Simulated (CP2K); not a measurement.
# GFN0-xTB run of CH3ClF2OSi (SMILES O[Si](F)(F)CCl)

Aim: the energy difference between two shapes of CH3ClF2OSi at GFN0-xTB, from 2 runs. 

Program for the calculation: CP2K 2026.2.

2 further runs of the same task are left out: 2 set aside as unsound or not needed.

### Step 1. The structure to begin with

CH3ClF2OSi has 9 atoms, charge 0, and is taken as a singlet. As SMILES, `O[Si](F)(F)CCl`. The shape is that of a GFN2-xTB optimisation. This is one conformer, not always the lowest.

Bond lengths: O1–Si2 1.597 Å, Si2–F3 1.588 Å, Si2–F4 1.596 Å, Si2–C5 1.896 Å, C5–Cl6 1.795 Å, O1–H7 0.955 Å, C5–H8 1.088 Å, C5–H9 1.088 Å. Some angles: O1–Si2–F3 105.4°, O1–Si2–F4 111.1°, O1–Si2–C5 116.0°, F3–Si2–F4 104.0°, F3–Si2–C5 110.6°, F4–Si2–C5 109.1°, Si2–C5–Cl6 110.6°, Si2–O1–H7 123.7°, Si2–C5–H8 112.5°, Si2–C5–H9 112.5°.

### Step 2. Energy and gradient at GFN0-xTB

Input file molecule.inp:

```
&GLOBAL
  PROJECT molecule
  RUN_TYPE ENERGY_FORCE
  PRINT_LEVEL MEDIUM
&END GLOBAL

&FORCE_EVAL
  METHOD Quickstep
  &DFT
    ! Quickstep
    &QS
      METHOD XTB
      EPS_DEFAULT 1.0E-10
      &XTB
        GFN_TYPE 0
        CHECK_ATOMIC_CHARGES F
      &END XTB
    &END QS
    ! isolated system
    &POISSON
      PERIODIC NONE
      POISSON_SOLVER ANALYTIC
    &END POISSON
    &SCF
      SCF_GUESS ATOMIC
      EPS_SCF 1.0E-07
      MAX_SCF 150
      ADDED_MOS 8
      &DIAGONALIZATION
        ALGORITHM STANDARD
      &END DIAGONALIZATION
      &MIXING
        METHOD DIRECT_P_MIXING
        ALPHA 0.4
      &END MIXING
      &SMEAR ON
        METHOD FERMI_DIRAC
        ELECTRONIC_TEMPERATURE [K] 300
      &END SMEAR
    &END SCF
    ! extra output
    &PRINT
      &MOMENTS
        PERIODIC F
        REFERENCE COM
        MAX_MOMENT 1
      &END MOMENTS
      &MO ON
        ENERGIES T
        OCCUPATION_NUMBERS T
        NDIGITS 6
        &EACH
          QS_SCF 0
        &END EACH
        ADD_LAST NUMERIC
      &END MO
      &HIRSHFELD OFF
      &END HIRSHFELD
    &END PRINT
  &END DFT
  &SUBSYS
    ! box in angstrom
    &CELL
      ABC 19.7 19.2 20.1
      PERIODIC NONE
    &END CELL
    &COORD
      O      1.712390    -0.722620    -0.141200
      Si     0.292330    -0.264310    -0.709840
      F      0.616910     0.620520    -1.988180
      F     -0.519180    -1.506950    -1.296090
      C     -0.817970     0.687910     0.495980
      Cl    -0.724950    -0.026780     2.139580
      H      1.829290    -1.174930     0.691330
      H     -0.521950     1.729580     0.599620
      H     -1.866860     0.657580     0.208800
    &END COORD
    &TOPOLOGY
      &CENTER_COORDINATES
      &END CENTER_COORDINATES
    &END TOPOLOGY
  &END SUBSYS
  &PRINT
    &FORCES ON
    &END FORCES
  &END PRINT
&END FORCE_EVAL
```

On the command line:

```
$ OMP_NUM_THREADS=1 cp2k.psmp -i molecule.inp -o molecule.out
```

Standard output:

```text
CP2K| version string:                                       CP2K version 2026.2
[...]
 GLOBAL| Method name                                                        CP2K
[...]
 GLOBAL| Run type                                                   ENERGY_FORCE
[...]
                             - Atoms:                                          9
[...]
                             - Spherical basis functions:                     40
[...]
 Number of electrons:                                                         38
[...]
  Fermi energy:                                                -0.26699511459867
[...]
 TB_DIPOLE| Moment [Debye]          0.82264769       0.55263653      -0.10529965
 TB_DIPOLE| Derivative [a.u.]       0.00000000       0.00000000       0.00000000
[...]
 ENERGY| Total FORCE_EVAL ( QS ) energy [hartree]            -20.888146811386580
 FORCES| Atomic forces [hartree/bohr]
 FORCES|   Atom     x               y               z               |f|
 FORCES|      1  1.32039980E-03  1.59008180E-03 -2.56794786E-03   3.29638772E-03
 FORCES|      2  4.34113484E-03  5.75236977E-03  3.52241830E-02   3.59538354E-02
 FORCES|      3  4.90750778E-03  1.21279833E-02 -1.79245435E-02   2.21914595E-02
 FORCES|      4 -1.13048615E-02 -1.61005122E-02 -7.96194446E-03   2.12230758E-02
 FORCES|      5  2.94215913E-03 -5.50198379E-03  1.41087507E-03   6.39677219E-03
 FORCES|      6  2.05126459E-03 -3.06178064E-03  1.03111321E-03   3.82692847E-03
 FORCES|      7 -3.70689247E-03  1.06208901E-03 -1.00594705E-03   3.98509903E-03
 FORCES|      8  1.70468885E-03  3.40113629E-03 -3.78399557E-03   5.36584705E-03
 FORCES|      9 -2.25540101E-03  7.30616424E-04 -4.42179283E-03   5.01725881E-03
 FORCES| Sum    -1.26201133E-16 -2.81892565E-18  9.80118764E-17
 FORCES| Total atomic force                                       1.59815519E-16
[...]
```

Wall time 0.47 s (1 thread of Arm Neoverse N1, shared host); peak memory 0.14 GiB.

### Step 3. The distorted shape

Input file run.inp:

```
&FORCE_EVAL
  METHOD QS
  &DFT
    &QS
      METHOD XTB
      EPS_DEFAULT 1.0E-10
      &XTB
        GFN_TYPE 0
        CHECK_ATOMIC_CHARGES F
      &END XTB
    &END QS
    &POISSON
      PERIODIC NONE
      POISSON_SOLVER ANALYTIC
    &END POISSON
    # SCF settings
    &SCF
      SCF_GUESS ATOMIC
      EPS_SCF 1.0E-07
      MAX_SCF 150
      ADDED_MOS 8
      &DIAGONALIZATION
        ALGORITHM STANDARD
      &END DIAGONALIZATION
      &MIXING
        METHOD DIRECT_P_MIXING
        ALPHA 0.4
      &END MIXING
      &SMEAR ON
        METHOD FERMI_DIRAC
        ELECTRONIC_TEMPERATURE [K] 300
      &END SMEAR
    &END SCF
    &PRINT
      &MOMENTS
        PERIODIC F
        REFERENCE COM
        MAX_MOMENT 1
      &END MOMENTS
      &MO ON
        ENERGIES T
        OCCUPATION_NUMBERS T
        NDIGITS 6
        &EACH
          QS_SCF 0
        &END EACH
        ADD_LAST NUMERIC
      &END MO
      &HIRSHFELD OFF
      &END HIRSHFELD
    &END PRINT
  &END DFT
  # atoms, cell and kinds
  &SUBSYS
    &CELL
      ABC 19.7 19.3 20.2
      PERIODIC NONE
    &END CELL
    &COORD
      O      1.713971    -0.746959    -0.137309
      Si     0.304002    -0.243743    -0.711138
      F      0.622150     0.640920    -2.027039
      F     -0.533222    -1.488208    -1.307567
      C     -0.842725     0.692882     0.487812
      Cl    -0.689677    -0.017139     2.127866
      H      1.874797    -1.188330     0.689507
      H     -0.552528     1.766269     0.605142
      H     -1.841118     0.613397     0.194102
    &END COORD
    &TOPOLOGY
      &CENTER_COORDINATES
      &END CENTER_COORDINATES
    &END TOPOLOGY
  &END SUBSYS
  # extra output
  &PRINT
    &FORCES ON
    &END FORCES
  &END PRINT
&END FORCE_EVAL
&GLOBAL
  PROJECT run
  RUN_TYPE ENERGY_FORCE
  PRINT_LEVEL MEDIUM
&END GLOBAL
```

On the command line:

```
$ OMP_NUM_THREADS=1 cp2k.psmp -i run.inp -o run.out
```

Standard output:

```text
CP2K| version string:                                       CP2K version 2026.2
[...]
 GLOBAL| Method name                                                        CP2K
[...]
 GLOBAL| Run type                                                   ENERGY_FORCE
[...]
                             - Atoms:                                          9
[...]
                             - Spherical basis functions:                     40
[...]
 Number of electrons:                                                         38
[...]
  Fermi energy:                                                -0.26674397678937
[...]
 TB_DIPOLE| Moment [Debye]          0.86922444       0.59729715       0.15932259
 TB_DIPOLE| Derivative [a.u.]       0.00000000       0.00000000       0.00000000
[...]
 ENERGY| Total FORCE_EVAL ( QS ) energy [hartree]            -20.886705212458082
 FORCES| Atomic forces [hartree/bohr]
 FORCES|   Atom     x               y               z               |f|
 FORCES|      1 -2.27775363E-03  5.52480696E-03 -8.71868902E-03   1.05701084E-02
 FORCES|      2  4.87937622E-03  5.47203425E-03  2.29514349E-02   2.40939793E-02
 FORCES|      3  2.14787307E-03  2.31500800E-03 -3.58052447E-03   4.77417808E-03
 FORCES|      4 -5.89557849E-03 -8.12703259E-03 -4.64871596E-03   1.10642245E-02
 FORCES|      5  4.34018757E-02  1.05002502E-02  9.43228052E-03   4.56393031E-02
 FORCES|      6  7.35952089E-04 -3.63890975E-03  1.45134980E-03   3.98618940E-03
 FORCES|      7 -5.12484528E-03  4.60057563E-04  1.26493589E-03   5.29865595E-03
 FORCES|      8 -4.83031421E-03 -1.27575964E-02 -7.03090841E-03   1.53467220E-02
 FORCES|      9 -3.30365855E-02  2.51381760E-04 -1.11211633E-02   3.48591372E-02
 FORCES| Sum     4.85722573E-17 -1.18720138E-17  1.04083409E-17
 FORCES| Total atomic force                                       5.10738921E-17
[...]
```

It took 0.46 s on 1 thread of Arm Neoverse N1, shared host; peak memory 0.14 GiB.

### Step 4. What came out

At GFN0-xTB:

```
                                                  quantity         value
                                 first shape: total energy  -20.88815 Eh
    first shape: dipole moment (from atomic charges alone)        1.00 D
                                  first shape: HOMO energy     -11.36 eV
                                  first shape: LUMO energy      -6.39 eV
                                first shape: HOMO–LUMO gap       4.98 eV
                            first shape: dispersion energy  -6.67 kJ/mol
                     first shape: largest force on an atom    1.849 eV/Å
                             distorted shape: total energy  -20.88671 Eh
distorted shape: dipole moment (from atomic charges alone)        1.07 D
                              distorted shape: HOMO energy     -11.34 eV
                              distorted shape: LUMO energy      -6.38 eV
                            distorted shape: HOMO–LUMO gap       4.96 eV
                        distorted shape: dispersion energy  -6.66 kJ/mol
                 distorted shape: largest force on an atom    2.347 eV/Å
                    energy change with the atoms displaced      0.039 eV
```

**Reading.** With the atoms displaced the energy rises by 0.04 eV (3.8 kJ/mol). The first shape isn't relaxed at this level, so the change isn't measured from a minimum. The largest force (first shape) is 1.85 eV/Å: the shape isn't a stationary point for this species at this level. The dipole (first shape) comes from point charges on the atoms alone, without atomic dipoles, so it is partial. The dipole (distorted shape) comes from point charges on the atoms alone, without atomic dipoles, so it is partial.
